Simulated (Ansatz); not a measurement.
**TiH₂O (singlet): from a generated start to a stationary point**

Where does this start of TiH₂O (singlet) end when it is relaxed?

The runs use Ansatz 0.2.0, Gaussian basis; RKS PBE0/def2-TZVP.

### 1 Where the work starts

4 atoms, charge 0, spin multiplicity 1.

Atoms are counted from 1 here; the program's logs count them from 0.

Bond lengths: O2–H3 0.963 Å, O2–H4 0.962 Å. Angles: H3–O2–H4 107.5°.

Coordinates:

```mol
H2OTi
  3D, bonds by distance, orders not assigned

  4  2  0  0  0  0  0  0  0  0999 V2000
   -0.8010    0.0159   -0.0016 Ti  0  0
    2.0646   -0.0451    0.0041 O   0  0
    2.5998    0.7555    0.0035 H   0  0
    2.6666   -0.7959    0.0069 H   0  0
  2  3  8  0
  2  4  8  0
M  END
```

The start was built by rule and, where that kept it together, relaxed with GFN2-xTB. Sticks and bond lists go by distance. 

### 2 Relaxation

in.yaml reads:

```yaml
crystal:
  periodic: [false, false, false]
  atoms:
    - {symbol: Ti, position_ang: [-0.800990, 0.015915, -0.001593]}
    - {symbol: O, position_ang: [2.064621, -0.045065, 0.004114]}
    - {symbol: H, position_ang: [2.599843, 0.755459, 0.003463]}
    - {symbol: H, position_ang: [2.666632, -0.795926, 0.006872]}
basis:
  gaussian: {orbitals: def2-TZVP}
hamiltonian: {xc: pbe0}
relax: {f_tol: 0.004, max_steps: 80}
```

Launch:

```console
$ ansatz run in.yaml --threads 1 --pin off --events-out ev --progress --plain --max-ram 2176MiB
```

Q: Predict the outcome of this session. Wanted: energy gained; shift from the start; total energy; dipole moment.

**Answer**, as computed:

| quantity | value |
| --- | --- |
| steps | 20 |
| energy gained | 0.677 eV |
| shift from the start (rms) | 0.497 Å |
| total energy | -25183.8457 eV |
| dipole moment | 2.37 D |

What this shows: By distance, Ti1–O2 formed. Ti1–O2 went from 2.866 to 2.044 Å. No vibrations were run, so this is a stationary point, not a proven minimum, and this spin need not be the ground state's.
